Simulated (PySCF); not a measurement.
# C5H14Si: the cost of one run

Programs: PySCF 2.14.0, with density-fitted response routines of our own. Each step states its level of theory. These are calculated values for one molecule in the gas phase, unless marked as measured. Atoms count from 0, in the outputs and in this text.

### Step 1. The starting structure

20 atoms, charge 0, multiplicity 1; geometry from: GFN2-xTB.

Bonds of the start (Å): C0–C1 1.52, C1–C2 1.53, C2–C3 1.53, C3–C4 1.53, C4–Si5 1.90, C0–H6 1.09, C0–H7 1.09, C0–H8 1.09, C1–H9 1.09, C1–H10 1.09, C2–H11 1.09, C2–H12 1.09, C3–H13 1.09, C3–H14 1.09, C4–H15 1.09, C4–H16 1.09, Si5–H17 1.46, Si5–H18 1.46, Si5–H19 1.46.

### Step 2. Relaxing the molecule at PBE0-D3(BJ)/def2-SVP

Job settings and geometry (Å):

```
{"job": {"xc": "PBE0", "basis": "def2-SVP", "d3": "d3bj", "grid": 1, "kind": "geom"}, "charge": 0, "multiplicity": 1}
C     -3.265430    -0.073690     0.085630
C     -1.891020     0.544240     0.304370
C     -0.775070    -0.344880    -0.238970
C      0.606080     0.270430    -0.022210
C      1.729030    -0.612840    -0.560250
Si     3.447830     0.154790    -0.291010
H     -4.044850     0.577120     0.474660
H     -3.334920    -1.034610     0.590390
H     -3.446680    -0.231010    -0.975210
H     -1.849050     1.517780    -0.189470
H     -1.732880     0.708410     1.372840
H     -0.817860    -1.319880     0.253890
H     -0.934250    -0.509840    -1.308140
H      0.758680     0.440540     1.046990
H      0.643670     1.244400    -0.516810
H      1.674780    -1.590510    -0.075370
H      1.559790    -0.790920    -1.624990
H      3.513060     1.450050    -0.972290
H      4.479190    -0.734320    -0.828460
H      3.669590     0.356090     1.142880
```

Run with:

```sh
$ OMP_NUM_THREADS=1 python probes_run.py task.json out
```

This one command runs all jobs of the session in turn.

Q: Estimate the wall time and peak memory of this first job on 1 thread of Arm Neoverse V1, shared host.

About 53 s, with a peak of 0.61 GiB.
